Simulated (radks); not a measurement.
# Ti²⁺ in [Ne] 3s1.75 3p6 3d2 4s0.25: an all-electron calculation

One table from this session's results is given with a row withheld; the runs are named, their logs left out.

The numbers are computed with radks (a radial shooting solver on a logarithmic mesh, Libxc functionals) version 1 (non-relativistic Kohn-Sham, r2SCAN, spin-polarised, spherical densities, point nucleus; open shells are filled with parallel spins first), except any that are marked as measured or tabulated.

### Starting point

```
element       : titanium (Z = 22)
charge        : +2
electrons     : 20
configuration : [Ne] 3s1.75 3p6 3d2 4s0.25
```

Set-up of the first run:

The run's settings:

```text
Z 22
configuration [Ne] 3s1.75 3p6 3d2 4s0.25 4p0 5s0 4d0 4f0
relativity non-relativistic
functional r2scan,r2scan
spin polarised
nucleus point
```

One of the session's tables, all rows but one given; the rest of the session is left out.

It belongs to the step «Orbitals and density». Sizes of the orbitals, from the radial functions (bohr):

| level | <r> | outermost maximum (interpolated) | 90 % within | nodes |
| --- | --- | --- | --- | --- |
| 1s up | 0.07018 | 0.0461 | 0.125 | 0 |
| 1s down | 0.07018 | 0.0461 | 0.125 | 0 |
| 2s up | 0.3268 | 0.271 | 0.507 | 1 |
| 2s down | 0.3264 | 0.271 | 0.506 | 1 |
| 2p up | 0.2907 | 0.221 | 0.477 | 0 |
| 2p down | ? | ? | ? | ? |
| 3s up | 1.009 | 0.874 | 1.51 | 2 |
| 3s down | 1.013 | 0.875 | 1.51 | 2 |
| 3p up | 1.077 | 0.902 | 1.65 | 1 |
| 3p down | 1.081 | 0.904 | 1.66 | 1 |
| 3d up | 1.365 | 0.955 | 2.30 | 0 |
| 3d down | 1.369 | 0.960 | 2.31 | 0 |
| 4s up | 2.903 | 2.58 | 4.23 | 3 |
| 4p up | 3.397 | 3.01 | 4.97 | 2 |

**Question.** Estimate the row for 2p down.

The run gave: <r>: 0.2903; outermost maximum (interpolated): 0.220; 90 % within: 0.476; nodes: 0. In the column «<r>» it lies between 1s down (0.07018) and 2p up (0.2907).
